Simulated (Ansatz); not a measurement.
The system is NbTe.

```
Te Nb
1.0
     3.70297    0.00000    0.00000
    -1.85149    3.20687    0.00000
     0.00000    0.00000    3.69421
Te Nb
1 1
Cartesian
  1.8515 1.0690 0.0000
  0.0000 0.0000 1.8471
```

The cell comes from a database or a generator and needn't be the stable form of this composition.

* Program: Ansatz 0.2.0
* Task: single point
* Functional: PBEsol
* Potentials or basis: all-electron LAPW, scalar-relativistic
* Cutoff: 233 eV (chosen from the basis error)
* Basis error allowed: 0.001 eV/atom
* k mesh: 8 × 8 × 7
* Occupations: fermi-dirac, width 0.05 eV
* Spin: no spin polarisation

On this cell: pressure -5.2 GPa; largest force under 0.003 eV/Å; band gap on the k mesh none (metal or under the smearing width).

The same run follows on a disturbed copy (atoms moved at random, drawn with an rms of 0.05 Å):

```
CELL_PARAMETERS angstrom
3.70297 0.00000 0.00000
-1.85149 3.20687 0.00000
0.00000 0.00000 3.69421
ATOMIC_POSITIONS crystal
Te 0.66536 0.32952 0.99436
Nb 0.00067 0.99729 0.50685
```

What does the disturbed cell give?

The energy (extrapolated to zero smearing) moves by +5.0 meV/atom; pressure -5.1 GPa; largest force 0.429 eV/Å; band gap on the k mesh none (metal or under the smearing width).

Forces on the atoms (eV/Å):
```
Te   0.049  0.033  0.425
Nb  -0.049 -0.033 -0.425
```

Stress tensor (GPa, compression positive):
```
-5.01  0.11  0.03
 0.11 -5.16  0.02
 0.03  0.02 -5.13
```
